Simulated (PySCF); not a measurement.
# Ir: excitation energies in aug-cc-pwCVDZ-PP with ECP60

Aim: the excitation energy of iridium from differences of total energies, at each level of theory, and how far each lands from the tabulated value where there is one.

The numbers are computed with PySCF 2.14.0 (unrestricted determinants in a Gaussian basis, no spin-orbit coupling in the energies), except any that are marked as measured or tabulated.

## 1. What is computed

| Item | Value |
| --- | --- |
| Element | iridium (Z = 77) |
| Basis | aug-cc-pwCVDZ-PP with ECP60MDF (6s6p5d3f, 70 functions) |
| Hamiltonian | scalar relativity through the core potential |
| State 1 | Ir: [Xe] 4f14 5d6 6s2 7s1, high-spin 6D determinant (an excited configuration) |
| State 2 | Ir: [Xe] 4f14 5d8 6s1, high-spin 4F determinant (an excited configuration) |
| State 3 | Ir: [Xe] 4f14 5d7 6s1 7s1, high-spin 6F determinant (an excited configuration) |
| State 4 | Ir: [Xe] 4f14 5d6 6s2 6p1, one real determinant (an excited configuration) |
| Needed too, but not shown | Ir [Xe] 4f14 5d7 6s2 (4F) |
| Methods | CCSD(T) |
| Core shells frozen in the correlated runs | valence: 5s2 5p6 (for Ir) |

Outer shells as boxes (Hund's rule):

Ir [Xe] 4f14 5d6 6s2 7s1
```
[Xe] core
4f [↑↓][↑↓][↑↓][↑↓][↑↓][↑↓][↑↓]
5d [↑↓][↑ ][↑ ][↑ ][↑ ]
6s [↑↓]
7s [↑ ]
```

Ir [Xe] 4f14 5d8 6s1
```
[Xe] core
4f [↑↓][↑↓][↑↓][↑↓][↑↓][↑↓][↑↓]
5d [↑↓][↑↓][↑↓][↑ ][↑ ]
6s [↑ ]
```

Ir [Xe] 4f14 5d7 6s1 7s1
```
[Xe] core
4f [↑↓][↑↓][↑↓][↑↓][↑↓][↑↓][↑↓]
5d [↑↓][↑↓][↑ ][↑ ][↑ ]
6s [↑ ]
7s [↑ ]
```

Ir [Xe] 4f14 5d6 6s2 6p1
```
[Xe] core
4f [↑↓][↑↓][↑↓][↑↓][↑↓][↑↓][↑↓]
5d [↑↓][↑ ][↑ ][↑ ][↑ ]
6s [↑↓]
6p [↑ ][  ][  ]
```

The runs were made by one driver on top of PySCF. The scripts below sum up each run's settings (the driver also hands on starting orbitals that pick excited configurations, and frozen orbitals as a list rather than a count), and the logs come from the driver's own runs. The driver starts from symmetry-adapted Hartree-Fock orbitals, holds the occupation by maximum overlap and uses a logarithmic radial grid for functionals, so a plain start would take other cycles.

The integrals over 70 functions and the set-up took 0.71 s of CPU time.

## 2. Ir [Xe] 4f14 5d6 6s2 7s1, at CCSD(T) (valence)

CCSD(T) (valence):

input.py reads:

```python
from pyscf import gto, scf, dft, mp, cc
import basis_set_exchange as bse
txt = bse.get_basis("aug-cc-pwCVDZ-PP", elements=["Ir"], fmt="nwchem", header=False)
cut = txt.index("\nECP")
mol = gto.M(atom="Ir 0 0 0", charge=0, spin=5, symmetry="D2h",
            basis=gto.basis.parse(txt[:cut]),
            ecp={"Ir": gto.basis.parse_ecp(txt[cut:])})
mf = scf.UHF(mol)
mf.irrep_nelec = {'Ag': (5, 2), 'B1g': (1, 1), 'B2g': (1, 0), 'B3g': (1, 0), 'B1u': (1, 1), 'B2u': (1, 1), 'B3u': (1, 1)}
mf.kernel()
mycc = cc.CCSD(mf, frozen=4).run()
mycc.ccsd_t()
```

Output:

```text
CC2 = 0
CCSD nocc = (np.int64(7), np.int64(2)), nmo = (66, 66)
frozen orbitals [[0, 1, 2, 3], [0, 1, 2, 3]]
max_cycle = 100
direct = 0
conv_tol = 1e-08
conv_tol_normt = 1e-06
diis_space = 8
diis_start_cycle = 0
Init t2, MP2 energy = -0.181882150759568
Init E_corr(UCCSD) = -0.181882150760578
cycle = 1  E_corr(UCCSD) = -0.182383770513539  dE = -0.000501619753  norm(t1,t2) = 0.0503176
cycle = 2  E_corr(UCCSD) = -0.184700651426335  dE = -0.00231688091  norm(t1,t2) = 0.0176977
cycle = 3  E_corr(UCCSD) = -0.185734560145584  dE = -0.00103390872  norm(t1,t2) = 0.00944218
cycle = 4  E_corr(UCCSD) = -0.185784883882449  dE = -5.03237369e-05  norm(t1,t2) = 0.00495194
cycle = 5  E_corr(UCCSD) = -0.185783460193826  dE = 1.42368862e-06  norm(t1,t2) = 0.00480015
cycle = 6  E_corr(UCCSD) = -0.185758885445072  dE = 2.45747488e-05  norm(t1,t2) = 0.0050582
cycle = 7  E_corr(UCCSD) = -0.1858182856737  dE = -5.94002286e-05  norm(t1,t2) = 0.00365212
cycle = 8  E_corr(UCCSD) = -0.185846077431477  dE = -2.77917578e-05  norm(t1,t2) = 0.00156056
cycle = 9  E_corr(UCCSD) = -0.185829518164032  dE = 1.65592674e-05  norm(t1,t2) = 0.000739502
cycle = 10  E_corr(UCCSD) = -0.185836748067382  dE = -7.22990335e-06  norm(t1,t2) = 0.000390968
[... 5 lines left out ...]
cycle = 16  E_corr(UCCSD) = -0.185837030480589  dE = 8.21732876e-08  norm(t1,t2) = 1.87116e-05
cycle = 17  E_corr(UCCSD) = -0.18583696708434  dE = 6.33962486e-08  norm(t1,t2) = 1.98376e-05
cycle = 18  E_corr(UCCSD) = -0.185836873722049  dE = 9.33622906e-08  norm(t1,t2) = 1.70903e-05
cycle = 19  E_corr(UCCSD) = -0.185836949253963  dE = -7.55319137e-08  norm(t1,t2) = 1.26454e-05
cycle = 20  E_corr(UCCSD) = -0.185837026096464  dE = -7.68425005e-08  norm(t1,t2) = 7.55651e-06
cycle = 21  E_corr(UCCSD) = -0.185837074977235  dE = -4.88807709e-08  norm(t1,t2) = 5.05388e-06
cycle = 22  E_corr(UCCSD) = -0.185837081779521  dE = -6.80228601e-09  norm(t1,t2) = 2.67375e-06
cycle = 23  E_corr(UCCSD) = -0.185837092715909  dE = -1.09363883e-08  norm(t1,t2) = 1.17769e-06
cycle = 24  E_corr(UCCSD) = -0.185837103454255  dE = -1.07383457e-08  norm(t1,t2) = 7.86824e-07
cycle = 25  E_corr(UCCSD) = -0.185837105334782  dE = -1.88052701e-09  norm(t1,t2) = 5.36776e-07
UCCSD converged
E(UCCSD) = -103.553481575672  E_corr = -0.1858371053347816
UCCSD(T) correction = -0.00567897831738321
```

It used 35 s of CPU time after the integrals (shared host).

CCSD correlation -0.18584 hartree, triples -0.00568; total -103.559161. T1 = 0.014, largest double amplitude 0.057.

Spin-orbit coupling, absent here, splits the open shell strongly.

## 3. Ir [Xe] 4f14 5d8 6s1: CCSD(T) (valence)

CCSD(T) (valence):

input.py reads:

```python
from pyscf import gto, scf, dft, mp, cc
import basis_set_exchange as bse
txt = bse.get_basis("aug-cc-pwCVDZ-PP", elements=["Ir"], fmt="nwchem", header=False)
cut = txt.index("\nECP")
mol = gto.M(atom="Ir 0 0 0", charge=0, spin=3, symmetry="D2h",
            basis=gto.basis.parse(txt[:cut]),
            ecp={"Ir": gto.basis.parse_ecp(txt[cut:])})
mf = scf.UHF(mol)
mf.irrep_nelec = {'Ag': (4, 1), 'B1g': (1, 1), 'B2g': (1, 1), 'B3g': (1, 1), 'B1u': (1, 1), 'B2u': (1, 1), 'B3u': (1, 1)}
mf.kernel()
mycc = cc.CCSD(mf, frozen=4).run()
mycc.ccsd_t()
```

Output:

```text
CC2 = 0
CCSD nocc = (np.int64(6), np.int64(3)), nmo = (66, 66)
frozen orbitals [[0, 1, 2, 3], [0, 1, 2, 3]]
max_cycle = 100
direct = 0
conv_tol = 1e-08
conv_tol_normt = 1e-06
diis_space = 8
diis_start_cycle = 0
Init t2, MP2 energy = -0.229645688128499
Init E_corr(UCCSD) = -0.229645688129082
cycle = 1  E_corr(UCCSD) = -0.221124604648372  dE = 0.00852108348  norm(t1,t2) = 0.0488551
cycle = 2  E_corr(UCCSD) = -0.224065767599495  dE = -0.00294116295  norm(t1,t2) = 0.0164176
cycle = 3  E_corr(UCCSD) = -0.224597107585474  dE = -0.000531339986  norm(t1,t2) = 0.00792031
cycle = 4  E_corr(UCCSD) = -0.224939383231335  dE = -0.000342275646  norm(t1,t2) = 0.00274693
cycle = 5  E_corr(UCCSD) = -0.22494282365144  dE = -3.4404201e-06  norm(t1,t2) = 0.00083435
cycle = 6  E_corr(UCCSD) = -0.224933798190759  dE = 9.02546068e-06  norm(t1,t2) = 0.000309485
cycle = 7  E_corr(UCCSD) = -0.224938069686019  dE = -4.27149526e-06  norm(t1,t2) = 0.000123264
cycle = 8  E_corr(UCCSD) = -0.224940190250675  dE = -2.12056466e-06  norm(t1,t2) = 4.19588e-05
cycle = 9  E_corr(UCCSD) = -0.224939964634454  dE = 2.25616221e-07  norm(t1,t2) = 1.5253e-05
cycle = 10  E_corr(UCCSD) = -0.224939593814305  dE = 3.70820149e-07  norm(t1,t2) = 4.39807e-06
cycle = 11  E_corr(UCCSD) = -0.224939657405909  dE = -6.35916042e-08  norm(t1,t2) = 1.26071e-06
cycle = 12  E_corr(UCCSD) = -0.224939658885012  dE = -1.47910359e-09  norm(t1,t2) = 5.03027e-07
UCCSD converged
E(UCCSD) = -103.8405200004116  E_corr = -0.2249396588850123
UCCSD(T) correction = -0.00788261562437739
```

It used 22 s of CPU time after the integrals (shared host).

CCSD correlation -0.22494 hartree, triples -0.00788; total -103.848403. T1 = 0.013, largest double amplitude 0.017.

Spin-orbit coupling, absent here, splits the open shell strongly.

## 4. Ir [Xe] 4f14 5d7 6s1 7s1, at CCSD(T) (valence)

CCSD(T) (valence):

input.py reads:

```python
from pyscf import gto, scf, dft, mp, cc
import basis_set_exchange as bse
txt = bse.get_basis("aug-cc-pwCVDZ-PP", elements=["Ir"], fmt="nwchem", header=False)
cut = txt.index("\nECP")
mol = gto.M(atom="Ir 0 0 0", charge=0, spin=5, symmetry="D2h",
            basis=gto.basis.parse(txt[:cut]),
            ecp={"Ir": gto.basis.parse_ecp(txt[cut:])})
mf = scf.UHF(mol)
mf.irrep_nelec = {'Ag': (5, 2), 'B1g': (1, 1), 'B2g': (1, 0), 'B3g': (1, 0), 'B1u': (1, 1), 'B2u': (1, 1), 'B3u': (1, 1)}
mf.kernel()
mycc = cc.CCSD(mf, frozen=4).run()
mycc.ccsd_t()
```

Output:

```text
CC2 = 0
CCSD nocc = (np.int64(7), np.int64(2)), nmo = (66, 66)
frozen orbitals [[0, 1, 2, 3], [0, 1, 2, 3]]
max_cycle = 100
direct = 0
conv_tol = 1e-08
conv_tol_normt = 1e-06
diis_space = 8
diis_start_cycle = 0
Init t2, MP2 energy = -0.172538549501703
Init E_corr(UCCSD) = -0.172538549508335
cycle = 1  E_corr(UCCSD) = -0.173616071817949  dE = -0.00107752231  norm(t1,t2) = 0.0354832
cycle = 2  E_corr(UCCSD) = -0.174945917476973  dE = -0.00132984566  norm(t1,t2) = 0.0132302
cycle = 3  E_corr(UCCSD) = -0.175646939846345  dE = -0.000701022369  norm(t1,t2) = 0.00636744
cycle = 4  E_corr(UCCSD) = -0.175632226086955  dE = 1.47137594e-05  norm(t1,t2) = 0.00141961
cycle = 5  E_corr(UCCSD) = -0.175626978344797  dE = 5.24774216e-06  norm(t1,t2) = 0.000768665
cycle = 6  E_corr(UCCSD) = -0.175637550930476  dE = -1.05725857e-05  norm(t1,t2) = 0.000339924
cycle = 7  E_corr(UCCSD) = -0.175636861530166  dE = 6.8940031e-07  norm(t1,t2) = 0.000116897
cycle = 8  E_corr(UCCSD) = -0.175636297755242  dE = 5.63774925e-07  norm(t1,t2) = 4.85501e-05
cycle = 9  E_corr(UCCSD) = -0.175636300877377  dE = -3.12213561e-09  norm(t1,t2) = 1.99041e-05
cycle = 10  E_corr(UCCSD) = -0.175636319895599  dE = -1.90182222e-08  norm(t1,t2) = 7.47227e-06
cycle = 11  E_corr(UCCSD) = -0.175636271533018  dE = 4.83625813e-08  norm(t1,t2) = 3.57664e-06
cycle = 12  E_corr(UCCSD) = -0.175636312859695  dE = -4.13266769e-08  norm(t1,t2) = 1.38807e-06
cycle = 13  E_corr(UCCSD) = -0.175636338561236  dE = -2.57015405e-08  norm(t1,t2) = 4.28912e-07
cycle = 14  E_corr(UCCSD) = -0.175636340372156  dE = -1.81092055e-09  norm(t1,t2) = 1.51561e-07
UCCSD converged
E(UCCSD) = -103.6289424407428  E_corr = -0.1756363403721561
UCCSD(T) correction = -0.0040439649475982
```

It used 25 s of CPU time after the integrals (shared host).

CCSD correlation -0.17564 hartree, triples -0.00404; total -103.632986. T1 = 0.010, largest double amplitude 0.031.

Spin-orbit coupling, absent here, splits the open shell strongly.

## 5. Ir [Xe] 4f14 5d6 6s2 6p1: CCSD(T) (valence)

CCSD(T) (valence):

Changes to input.py since step 4:

```diff
@@ -8,3 +8,3 @@
 mf = scf.UHF(mol)
-mf.irrep_nelec = {'Ag': (5, 2), 'B1g': (1, 1), 'B2g': (1, 0), 'B3g': (1, 0), 'B1u': (1, 1), 'B2u': (1, 1), 'B3u': (1, 1)}
+mf.irrep_nelec = {'Ag': (4, 2), 'B1g': (1, 1), 'B2g': (1, 0), 'B3g': (1, 0), 'B1u': (2, 1), 'B2u': (1, 1), 'B3u': (1, 1)}
 mf.kernel()
```

Output:

```text
CC2 = 0
CCSD nocc = (np.int64(7), np.int64(2)), nmo = (66, 66)
frozen orbitals [[0, 1, 2, 3], [0, 1, 2, 3]]
max_cycle = 100
direct = 0
conv_tol = 1e-08
conv_tol_normt = 1e-06
diis_space = 8
diis_start_cycle = 0
Init t2, MP2 energy = -0.185935075262852
Init E_corr(UCCSD) = -0.185935075286555
cycle = 1  E_corr(UCCSD) = -0.188366605169524  dE = -0.00243152988  norm(t1,t2) = 0.0656657
cycle = 2  E_corr(UCCSD) = -0.191806054145444  dE = -0.00343944898  norm(t1,t2) = 0.0395288
cycle = 3  E_corr(UCCSD) = -0.194943477122084  dE = -0.00313742298  norm(t1,t2) = 0.0336941
cycle = 4  E_corr(UCCSD) = -0.1957138102607  dE = -0.000770333139  norm(t1,t2) = 0.0296413
cycle = 5  E_corr(UCCSD) = -0.195608929981377  dE = 0.000104880279  norm(t1,t2) = 0.0307054
cycle = 6  E_corr(UCCSD) = -0.196508446047004  dE = -0.000899516066  norm(t1,t2) = 0.0286362
cycle = 7  E_corr(UCCSD) = -0.19792594648565  dE = -0.00141750044  norm(t1,t2) = 0.0165576
cycle = 8  E_corr(UCCSD) = -0.198321682323293  dE = -0.000395735838  norm(t1,t2) = 0.00698188
cycle = 9  E_corr(UCCSD) = -0.198408525430424  dE = -8.68431071e-05  norm(t1,t2) = 0.00287851
cycle = 10  E_corr(UCCSD) = -0.19844445765409  dE = -3.59322237e-05  norm(t1,t2) = 0.00114364
[... 18 lines left out ...]
cycle = 29  E_corr(UCCSD) = -0.198447734447516  dE = 3.27006774e-08  norm(t1,t2) = 1.32779e-05
cycle = 30  E_corr(UCCSD) = -0.198448421530316  dE = -6.87082801e-07  norm(t1,t2) = 1.01905e-05
cycle = 31  E_corr(UCCSD) = -0.19844891071383  dE = -4.89183513e-07  norm(t1,t2) = 4.76814e-06
cycle = 32  E_corr(UCCSD) = -0.198448948442518  dE = -3.77286882e-08  norm(t1,t2) = 1.83914e-06
cycle = 33  E_corr(UCCSD) = -0.198448918566395  dE = 2.98761225e-08  norm(t1,t2) = 1.2847e-06
cycle = 34  E_corr(UCCSD) = -0.198448878467836  dE = 4.00985597e-08  norm(t1,t2) = 9.46861e-07
cycle = 35  E_corr(UCCSD) = -0.198448862780178  dE = 1.56876573e-08  norm(t1,t2) = 6.40433e-07
cycle = 36  E_corr(UCCSD) = -0.198448845547863  dE = 1.72323152e-08  norm(t1,t2) = 4.69437e-07
cycle = 37  E_corr(UCCSD) = -0.198448833044594  dE = 1.25032689e-08  norm(t1,t2) = 2.59787e-07
cycle = 38  E_corr(UCCSD) = -0.198448826401494  dE = 6.6430999e-09  norm(t1,t2) = 1.60622e-07
UCCSD converged
E(UCCSD) = -103.6674501413149  E_corr = -0.1984488264014944
UCCSD(T) correction = -0.0151922799310674
```

It used 48 s of CPU time after the integrals (shared host).

CCSD correlation -0.19845 hartree, triples -0.01519; total -103.682642. T1 = 0.023, largest double amplitude 0.217.

The real determinant used has ⟨L²⟩ near 8 against 12 for a pure F term, so it mixes terms. Spin-orbit coupling, absent here, splits the open shell strongly. A double-excitation amplitude exceeds 0.15, a sign of near-degeneracy.

## 6. Differences of total energies

Excitation energy: Ir [Xe] 4f14 5d7 6s2 (4F) → Ir [Xe] 4f14 5d6 6s2 7s1 (6D).

```csv
method,value (eV),less CCSD(T) (valence) (eV)
UHF,6.971,-1.127
MP2 (valence),8.133,+0.034
SCS-MP2 (valence),8.301,+0.202
CCSD (valence),8.042,-0.057
CCSD(T) (valence),8.099,+0.000
```

Excitation energy: Ir [Xe] 4f14 5d7 6s2 (4F) → Ir [Xe] 4f14 5d8 6s1 (4F).

```csv
method,value (eV),error (eV)
UHF,0.2248,+0.0870
MP2 (valence),0.0862,-0.0516
SCS-MP2 (valence),0.1613,+0.0235
CCSD (valence),0.2316,+0.0938
CCSD(T) (valence),0.2282,+0.0904
```

Reference: 0.138 eV (measured; NIST levels, between the centres of gravity of the two terms). Errors of the correlated levels include the incompleteness of this basis.

Excitation energy: Ir [Xe] 4f14 5d7 6s2 (4F) → Ir [Xe] 4f14 5d7 6s1 7s1 (6F).

```csv
method,value (eV),less CCSD(T) (valence) (eV)
UHF,4.640,-1.450
MP2 (valence),6.056,-0.034
SCS-MP2 (valence),6.276,+0.186
CCSD (valence),5.989,-0.101
CCSD(T) (valence),6.090,+0.000
```

## 7. Differences of total energies, continued

Excitation energy: Ir [Xe] 4f14 5d7 6s2 (4F) → Ir [Xe] 4f14 5d6 6s2 6p1 (high-spin determinant).

```csv
method,value (eV),less CCSD(T) (valence) (eV)
UHF,4.213,-0.525
MP2 (valence),5.264,+0.525
SCS-MP2 (valence),5.469,+0.730
CCSD (valence),4.941,+0.202
CCSD(T) (valence),4.739,+0.000
```

The coupled-cluster amplitudes are large for Ir, so a single reference is strained.

The differences also use runs on Ir [Xe] 4f14 5d7 6s2 (4F), which are not shown here. The runs at UHF, MP2 (valence) are not shown; their differences are listed all the same.

## 8. Results

| quantity | value |
| --- | --- |
| excitation energy, Ir → [Xe] 4f14 5d6 6s2 7s1 | UHF 6.971, CCSD(T) (valence) 8.099 eV |
| excitation energy, Ir → [Xe] 4f14 5d8 6s1 | UHF 0.225, CCSD(T) (valence) 0.228 eV; reference 0.138 |
| excitation energy, Ir → [Xe] 4f14 5d7 6s1 7s1 | UHF 4.640, CCSD(T) (valence) 6.090 eV |
| excitation energy, Ir → [Xe] 4f14 5d6 6s2 6p1 | UHF 4.213, CCSD(T) (valence) 4.739 eV |

Each level's miss (mean over 1 difference):

```csv
method,mean absolute miss against the measured value (with the measured fine structure taken into account where it is known) (eV)
UHF,0.087
MP2 (valence),0.052
SCS-MP2 (valence),0.023
CCSD (valence),0.094
CCSD(T) (valence),0.090
```

In words: SCS-MP2 (valence) lands nearest to the measured value (off by 0.02 eV); CCSD (valence) misses by most (0.09 eV). The basis is finite, and no extrapolation was made.
